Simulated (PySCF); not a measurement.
# C3H10Ge (SMILES C[CH2][GeH2][CH3]): levels of theory compared

We compute a comparison of 6 runs (B3LYP/cc-pVDZ, PBE/cc-pVDZ, PBE0/cc-pVDZ, SVWN5/cc-pVDZ, TPSS/cc-pVDZ, revPBE/cc-pVDZ) of C3H10Ge. 

Program for the calculation: PySCF 2.14.0.

## Step 1: Starting point

The species is C3H10Ge (14 atoms), meant as a singlet with charge 0. SMILES: `C[CH2][GeH2][CH3]`. The C1–H5 distance was set to 1.421 Å, away from the relaxed value.

Bond lengths: C1–C2 1.523 Å, C2–Ge3 1.963 Å, Ge3–C4 1.956 Å, C1–H6 1.094 Å, C1–H7 1.093 Å, C2–H8 1.094 Å, C2–H9 1.094 Å, Ge3–H10 1.545 Å, Ge3–H11 1.544 Å, C4–H12 1.091 Å, C4–H13 1.091 Å, C4–H14 1.091 Å. Some angles: C1–C2–Ge3 113.2°, C2–Ge3–C4 110.8°, C1–C2–H8 110.7°, C1–C2–H9 110.6°, Ge3–C2–H8 107.7°, Ge3–C2–H9 107.8°, C2–C1–H6 111.6°, C2–C1–H7 111.4°, C2–Ge3–H10 109.1°, C2–Ge3–H11 109.9°. A long bond or contact: C1–H5 1.421 Å.

## Step 2: A single-point energy at B3LYP/cc-pVDZ (run 1)

job.py reads:

```python
from pyscf import gto, dft

mol = gto.M(
    atom='''
C   -0.730715   0.915519   1.553340
C   -0.528715  -0.578081   1.337940
Ge   0.930485  -0.990181   0.091840
C    0.578885  -0.215281  -1.669460
H   -1.051300   1.582300   0.339900
H   -1.544515   1.114419   2.256440
H    0.170485   1.386819   1.954840
H   -1.440615  -1.039781   0.947440
H   -0.310315  -1.077981   2.285740
H    2.250785  -0.412981   0.650240
H    1.093585  -2.519981  -0.039360
H    0.497885   0.870619  -1.601060
H   -0.353915  -0.608881  -2.076960
H    1.386885  -0.456181  -2.361560
''',
    basis='cc-pvdz',
    verbose=3,
    max_memory=1860,
)

ks = dft.RKS(mol)
ks.xc = 'b3lyp'
ks.conv_tol = 1e-10
ks.grids.level = 5
ks.kernel()
if not ks.converged:
    ks = ks.newton().run(ks.mo_coeff, ks.mo_occ)

e_final = ks.e_tot
print(f'total energy: {e_final:.8f} hartree')
```

On the command line:

```sh
$ OMP_NUM_THREADS=1 python job.py
```

Standard output:

```text
converged SCF energy = -2197.32404817854
total energy: -2197.32404818 hartree
```

Run time: 26 s. Hardware: 1 thread of Intel Xeon 6975P-C (Granite Rapids), shared host; peak memory 0.68 GiB.

## Step 3: The energy at PBE/cc-pVDZ (run 2)

run.py reads:

```python
from pyscf import gto, dft

mol = gto.Mole()
mol.atom = '''
C     -1.380851     1.730080     2.935387
C     -0.999127    -1.092415     2.528340
Ge     1.758362    -1.871171     0.173552
C      1.093934    -0.406822    -3.154822
H     -1.986669     2.990114     0.642318
H     -2.918710     2.105947     4.264054
H      0.322170     2.620708     3.694112
H     -2.722368    -1.964901     1.790402
H     -0.586410    -2.037089     4.319423
H      4.253367    -0.780421     1.228776
H      2.066576    -4.762074    -0.074380
H      0.940866     1.645231    -3.025565
H     -0.668802    -1.150618    -3.924886
H      2.620833    -0.862057    -4.462702
'''
mol.max_memory = 1860
mol.verbose = 3
mol.spin = 0
mol.unit = 'bohr'
mol.basis = 'cc-pvdz'
mol.build()

ks = dft.RKS(mol, xc='pbe')
ks.grids.level = 5
ks.conv_tol = 1e-10
ks.kernel()
if not ks.converged:
    ks = ks.newton().run(ks.mo_coeff, ks.mo_occ)

energy = ks.e_tot
print(f'total energy: {energy:.8f} hartree')
```

On the command line:

```sh
$ OMP_NUM_THREADS=1 python run.py
```

Standard output:

```text
converged SCF energy = -2196.77182192818
total energy: -2196.77182193 hartree
```

Wall time 26 s (1 thread of Intel Xeon 6975P-C (Granite Rapids), shared host); peak memory 0.68 GiB.

Run 3 isn't shown in full; the table further down has it.

## Step 4: The energy at SVWN5/cc-pVDZ (run 4)

job.py reads:

```python
from pyscf import gto, dft

mol = gto.Mole()
mol.atom = '''
C       -0.730715       0.915519       1.553340
C       -0.528715      -0.578081       1.337940
Ge       0.930485      -0.990181       0.091840
C        0.578885      -0.215281      -1.669460
H       -1.051300       1.582300       0.339900
H       -1.544515       1.114419       2.256440
H        0.170485       1.386819       1.954840
H       -1.440615      -1.039781       0.947440
H       -0.310315      -1.077981       2.285740
H        2.250785      -0.412981       0.650240
H        1.093585      -2.519981      -0.039360
H        0.497885       0.870619      -1.601060
H       -0.353915      -0.608881      -2.076960
H        1.386885      -0.456181      -2.361560
'''
mol.max_memory = 1860
mol.basis = 'cc-pvdz'
mol.verbose = 4
mol.build()

mf = dft.RKS(mol)
mf.xc = 'svwn'
mf.grids.level = 5
mf.conv_tol = 1e-10
mf.kernel()
if not mf.converged:
    mf = mf.newton().run(mf.mo_coeff, mf.mo_occ)

energy = mf.e_tot
print('E = %.10f Eh' % energy)
```

On the command line:

```sh
$ OMP_NUM_THREADS=1 python job.py
```

Standard output:

```text
PySCF version 2.14.0

[... 86 lines left out ...]
converged SCF energy = -2192.94706674739
E = -2192.9470667474 Eh
```

Run time: 16 s. Hardware: 1 thread of Intel Xeon 6975P-C (Granite Rapids), shared host; peak memory 0.47 GiB.

Run 5 isn't shown in full; the table further down has it.

## Step 5: The energy at revPBE/cc-pVDZ (run 6)

input.py reads:

```python
from pyscf import gto, dft

mol = gto.M(
    atom='''
C   -0.730715   0.915519   1.553340
C   -0.528715  -0.578081   1.337940
Ge   0.930485  -0.990181   0.091840
C    0.578885  -0.215281  -1.669460
H   -1.051300   1.582300   0.339900
H   -1.544515   1.114419   2.256440
H    0.170485   1.386819   1.954840
H   -1.440615  -1.039781   0.947440
H   -0.310315  -1.077981   2.285740
H    2.250785  -0.412981   0.650240
H    1.093585  -2.519981  -0.039360
H    0.497885   0.870619  -1.601060
H   -0.353915  -0.608881  -2.076960
H    1.386885  -0.456181  -2.361560
''',
    verbose=4,
    charge=0,
    basis='cc-pvdz',
    max_memory=1860,
    spin=0,
)

mf = dft.RKS(mol)
mf.xc = 'revpbe'
mf.conv_tol = 1e-10
mf.grids.level = 5
mf.kernel()
if not mf.converged:
    mf = mf.newton().run(mf.mo_coeff, mf.mo_occ)

e_tot = mf.e_tot
print('E = %.10f Eh' % e_tot)
```

On the command line:

```sh
$ OMP_NUM_THREADS=1 python input.py
```

Standard output:

```text
PySCF version 2.14.0

[... 86 lines left out ...]
converged SCF energy = -2197.07343486585
E = -2197.0734348659 Eh
```

It took 26 s on 1 thread of Intel Xeon 6975P-C (Granite Rapids), shared host; peak memory 0.68 GiB.

## Step 6: All runs side by side

| run | level | energy (Eh) | dipole moment (D) | HOMO energy (eV) | LUMO energy (eV) | wall time |
| --- | --- | --- | --- | --- | --- | --- |
| 1 | B3LYP/cc-pVDZ | -2197.324048 | 0.61 | -7.73 | 0.77 | 26 s |
| 2 | PBE/cc-pVDZ | -2196.771822 | 0.63 | -6.71 | 0.13 | 26 s |
| 3 | PBE0/cc-pVDZ | -2196.860618 | 0.60 | -7.96 | 1.07 | 25 s |
| 4 | SVWN5/cc-pVDZ | -2192.947067 | 0.64 | -6.77 | -0.04 | 16 s |
| 5 | TPSS/cc-pVDZ | -2197.278657 | 0.64 | -6.84 | 0.40 | 50 s |
| 6 | revPBE/cc-pVDZ | -2197.073435 | 0.63 | -6.68 | 0.22 | 26 s |

## Step 7: Outcome

| quantity | value |
| --- | --- |
| run 6: total energy | -2197.07343 Eh |
| run 6: dipole moment | 0.63 D |
| run 6: HOMO energy | -6.68 eV |
| run 6: LUMO energy | 0.22 eV |
| run 6: HOMO–LUMO gap | 6.90 eV |

What this shows: The dipole moment (its size) runs from 0.60 D (PBE0/cc-pVDZ) to 0.64 D (SVWN5/cc-pVDZ). The HOMO–LUMO gap runs from 6.73 eV (SVWN5/cc-pVDZ) to 9.03 eV (PBE0/cc-pVDZ). Totals of different functionals can't be ranked against each other. All runs together took 2.8 min, the longest 50 s.
